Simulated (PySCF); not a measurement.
# CdN+: from the state search to spectroscopic constants

One job finds the state of CdN+, follows it along the bond with each method and fits the curves.

Method: Cd cc-pVDZ-PP with ECP28, N cc-pVDZ, scalar-relativistic core potentials; program: PySCF 2.14.0.

1 further run of the same task is left out (set aside as unsound or not needed).

**1. The job**

A driver script around PySCF takes these settings:

```
atoms                         : Cd, N
charge                        : 1
basis                         : Cd cc-pVDZ-PP with ECP28, N cc-pVDZ
Hamiltonian                   : scalar-relativistic core potentials
basis functions               : 52
electrons treated             : 26
masses in u                   : 113.9034, 14.0031
levels                        : PBE0, PBE, r²SCAN, MN15, PBEsol, PW91, LC-ωPBE
grid                          : 80 radial by 434 angular points
occupations                   : held fixed by the projection of orbital angular momentum
dissociation limit            : Cd+ + N, each in its ground configuration
starting distance in angstrom : 2.155
values of 2S to try           : 0, 2, 4
```

Command:

```bash
$ OMP_NUM_THREADS=1 python dia.py task.json out
```

After this run come: First curve: PBE0; Higher solutions at PBE0; PBE; r²SCAN (meta-GGA); MN15; PBEsol; PW91; LC-ωPBE.

Before running it: what results should come out? Wanted: for each run, Re; ωe; De; μ.

The runs gave:

Lowest PBE0 solution found, without spin–orbit coupling: Ms = 1 determinant of mixed spin (⟨S²⟩ = 2.32), unpaired electrons π ↑↑. State 2 has its PBE0 minimum 0.77 eV higher, as a spin-mixed determinant (⟨S²⟩ = 1.00), so this is no gap between pure states. State 3 has its PBE0 minimum 0.70 eV higher. The other levels ran on the lowest alone.

| level | Re (Å) | ωe (cm⁻¹) | De (eV) | μ (D) |
| --- | --- | --- | --- | --- |
| PBE | 2.134 | 405 | 1.27 | -1.55 |
| PBEsol | 2.106 | 423 | 1.38 | -1.52 |
| PW91 | 2.133 | 406 | 1.28 | -1.53 |
| r²SCAN | 2.161 | 358 | 0.92 | -1.43 |
| PBE0 | 2.177 | 338 | 0.80 | -1.53 |
| MN15 | 2.216 | 306 | 0.85 | -1.09 |
| LC-ωPBE | 2.193 | 271.1 | 0.59 | -1.57 |

De is counted to Cd+ + N in their ground configurations. A positive dipole points from Cd to N; in an ion it is taken about the centre of mass and does not tell which atom is negative. ⟨S²⟩ is off the pure value of 2.00 by over a tenth at r²SCAN 2.28, PBE0 2.32, MN15 2.45, LC-ωPBE 2.45.

The methods spread over 0.109 Å in bond length, from PBEsol to MN15. Among the levels with a De in the table, it runs from 0.59 eV (LC-ωPBE) to 1.38 eV (PBEsol).

 Spin–orbit coupling is left out.
